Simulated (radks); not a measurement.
**Cl⁺ in [Ne] 3s1 3p4 4p1: an all-electron calculation**

Aim: the levels, the sizes of the orbitals and the parts of the energy of the chlorine ion Cl+.

Method: non-relativistic Kohn-Sham, LDA (Slater exchange, Perdew-Zunger correlation), spin-unpolarised, spherical densities, point nucleus. Code: radks (a radial shooting solver on a logarithmic mesh, Libxc functionals) version 1.

### 1 What is computed

```
element       : chlorine (Z = 17)
charge        : +1
electrons     : 16
configuration : [Ne] 3s1 3p4 4p1
```

Outer shells as boxes (Hund's rule):

Cl⁺
```
[Ne] core
3s [↑ ]
3p [↑↓][↑ ][↑ ]
4p [↑ ][  ][  ]
```

### 2 The calculation

Settings of this run:

```text
Z 17
configuration [Ne] 3s1 3p4 4p1
relativity non-relativistic
functional lda,pz
spin unpolarised
nucleus point
```

**Question.** What will this run give?

**Answer**, as computed:

| quantity | value |
| --- | --- |
| total energy | -457.02068 hartree |
| exchange-correlation share of it | 5.67 % |
| −T/E | 0.9981 |
| highest occupied level | 4p, -5.996 eV |
| most extended occupied level | 4p, <r> = 4.87 bohr |
| radius at density 0.001 e/bohr³ | 4.62 bohr |
| maxima of the radial density | 3 |

What this shows: The radial density shows 3 maxima for 4 occupied principal shells; where shells overlap, one shows as a shoulder or not at all. The ratio −T/E is 0.9981; for a non-relativistic Coulomb system it is 1 up to the kinetic part of correlation. This is not the tabulated ground configuration, so its levels and sizes aren't those of the ground state, and no measured value stands beside it.
